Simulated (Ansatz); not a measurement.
# CH₃Cl₃GeO: how energies converge with the basis set

An exercise on one series of results from a longer session: the logs are not shown, and one member is left open.

The runs use Ansatz 0.2.0, Gaussian basis; one geometry, several basis sets.

Levels to be run: PBE0-D4/def2-SVP; ωB97M-V/def2-SVP; PBE0-D4/def2-QZVPP; ωB97M-V/def2-QZVPP; the functionals' def2-TZVPP values are taken from earlier runs.

## Structure used throughout

An earlier PBE0-D4 in a triple-zeta def2 set relaxation fixed the geometry.

SMILES `C[O][Ge]([Cl])([Cl])[Cl]`, 9 atoms, charge 0, spin multiplicity 1.

Atoms are counted from 1 here; the program's logs count them from 0.

Bond lengths: C1–O2 1.420 Å, C1–H7 1.090 Å, C1–H8 1.094 Å, C1–H9 1.094 Å, O2–Ge3 1.743 Å, Ge3–Cl4 2.126 Å, Ge3–Cl5 2.108 Å, Ge3–Cl6 2.126 Å. Angles: O2–C1–H7 106.8°, O2–C1–H8 111.5°, O2–C1–H9 111.5°, H7–C1–H8 108.8°, H7–C1–H9 108.8°, H8–C1–H9 109.2°, C1–O2–Ge3 119.9°, O2–Ge3–Cl4 110.6°, O2–Ge3–Cl5 106.6°, O2–Ge3–Cl6 110.6°, Cl4–Ge3–Cl5 110.5°, Cl4–Ge3–Cl6 108.1°, Cl5–Ge3–Cl6 110.5°.

The first run:

Contents of in.yaml:

```yaml
crystal:
  periodic: [false, false, false]
  atoms:
    - {symbol: C, position_ang: [0.291123, -1.121790, 0.886338]}
    - {symbol: O, position_ang: [0.875588, -0.247282, -0.067337]}
    - {symbol: Ge, position_ang: [-0.097501, 0.980285, -0.831083]}
    - {symbol: Cl, position_ang: [-1.714817, 0.098957, -1.893841]}
    - {symbol: Cl, position_ang: [1.172929, 2.022599, -2.152077]}
    - {symbol: Cl, position_ang: [-0.907099, 2.303943, 0.623014]}
    - {symbol: H, position_ang: [1.081971, -1.790516, 1.227013]}
    - {symbol: H, position_ang: [-0.511324, -1.719911, 0.443775]}
    - {symbol: H, position_ang: [-0.102269, -0.572485, 1.747199]}
basis:
  gaussian: {orbitals: def2-SVP}
hamiltonian: {xc: pbe0, dispersion: d4}
output: {orbitals: {seedname: orbitals}}
```

Launch:

```
$ ansatz run in.yaml --threads 4 --pin off --events-out ev --progress --plain --max-ram 11315MiB
```

Steps of the session up to this table: PBE0-D4 in def2-SVP; ωB97M-V in def2-SVP; PBE0-D4 in def2-QZVPP; ωB97M-V in def2-QZVPP.

One of the session's tables, all rows but one given; the rest of the session is left out.

It belongs to the step «Density functionals: the series». 

```
functional       basis  HOMO (eV)
   PBE0-D4    def2-SVP      -8.83
   PBE0-D4  def2-TZVPP          ?
   PBE0-D4  def2-QZVPP      -8.95
   ωB97M-V    def2-SVP     -11.18
   ωB97M-V  def2-TZVPP     -11.31
   ωB97M-V  def2-QZVPP     -11.35
```

**Question.** Estimate the row for PBE0-D4, def2-TZVPP.

The run gave: HOMO (eV): -8.92. In the column «HOMO (eV)» it lies between PBE0-D4, def2-QZVPP (-8.95) and PBE0-D4, def2-SVP (-8.83).
